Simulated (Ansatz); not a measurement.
# CH7B: search for a transition state

Is there a first-order saddle for this four-centre ligand exchange, which should form B1–H6, C2–H5 and break B1–C2, H5–H6, and which two structures does it connect?

Method: PBE0-D4, def2-SVP first, then def2-TZVP; program: Ansatz 0.2.0, Gaussian basis.

128 further runs of the same task are left out: 128 set aside as unsound or not needed.

## 1. The starting structure

The guess: 9 atoms, charge 0, spin multiplicity 1.

Atoms are counted from 1 here; the program's logs count them from 0.

Bond lengths: B1–H3 1.167 Å, B1–H4 1.167 Å, B1–H5 1.264 Å, C2–H7 1.089 Å, C2–H8 1.089 Å, C2–H9 1.089 Å. Angles: H3–B1–H4 123.3°, H3–B1–H5 117.7°, H4–B1–H5 118.3°, H7–C2–H8 106.5°, H7–C2–H9 109.9°, H8–C2–H9 106.3°.

Coordinates:

```xyz
9

B     0.1790   -0.8887    0.3374
C    -0.3699    0.8361   -0.0553
H    -0.6739   -1.6584    0.1306
H     0.8418   -0.9100    1.2976
H     0.5117   -0.1118   -0.6031
H     1.0964   -0.8618   -0.8640
H    -0.9376    0.9329   -0.9792
H    -1.0585    1.0674    0.7559
H     0.4110    1.5944   -0.0199
```

Distances that are to change: B1–H6 1.51 Å, C2–H5 1.41 Å, B1–C2 1.85 Å, H5–H6 0.99 Å.

## 2. Constrained relaxation of the guess

The input, hold/in.yaml:

```yaml
crystal:
  periodic: [false, false, false]
  atoms:
    - {symbol: B, position_ang: [0.179000, -0.888700, 0.337400]}
    - {symbol: C, position_ang: [-0.369900, 0.836100, -0.055300]}
    - {symbol: H, position_ang: [-0.673900, -1.658400, 0.130600]}
    - {symbol: H, position_ang: [0.841800, -0.910000, 1.297600]}
    - {symbol: H, position_ang: [0.511700, -0.111800, -0.603100]}
    - {symbol: H, position_ang: [1.096400, -0.861800, -0.864000]}
    - {symbol: H, position_ang: [-0.937600, 0.932900, -0.979200]}
    - {symbol: H, position_ang: [-1.058500, 1.067400, 0.755900]}
    - {symbol: H, position_ang: [0.411000, 1.594400, -0.019900]}
basis:
  gaussian: {orbitals: def2-SVP}
hamiltonian: {xc: pbe0, dispersion: d4}
relax: {f_tol: 0.08, max_steps: 120, escape_saddle: false, constraints: [{distance: [0, 5]}, {distance: [1, 4]}, {distance: [0, 1]}, {distance: [4, 5]}]}
```

The run is started by

```console
$ ansatz run in.yaml --threads 2 --pin off --events-out ev --progress --plain --max-ram 4352MiB
```

After this run come: A starting Hessian; Saddle search in the small basis; Saddle search in triple zeta; Vibrations at the point found; Relaxing after a step of 0.30 Å one way along the mode; Relaxing after a step of 0.30 Å the other way along the mode.

What does the calculation give? Wanted: imaginary mode; barrier from the start side; barrier from the end side; energy of the step; pairs that change; zero-point energy at the saddle.

The runs gave:

| quantity | value |
| --- | --- |
| imaginary mode | 1055i cm⁻¹ |
| barrier from the start side | 52.8 kJ/mol |
| barrier from the end side | 57.2 kJ/mol |
| energy of the step | -4.4 kJ/mol |
| pairs that change | B1–H6 formed, C2–H5 formed, B1–C2 broken, H5–H6 broken |
| zero-point energy at the saddle | 2.028 eV |

In words: One imaginary mode, 1055i cm⁻¹, makes this a first-order saddle. The two relaxations end on the structures that were planned. At PBE0-D4/def2-TZVP the electronic barrier is 52.8 kJ/mol, about 21 kT at 298 K, and the step runs 4.4 kJ/mol downhill. With so stiff a mode tunnelling counts: Wigner's rough correction is a factor of 2.1 at 298 K.
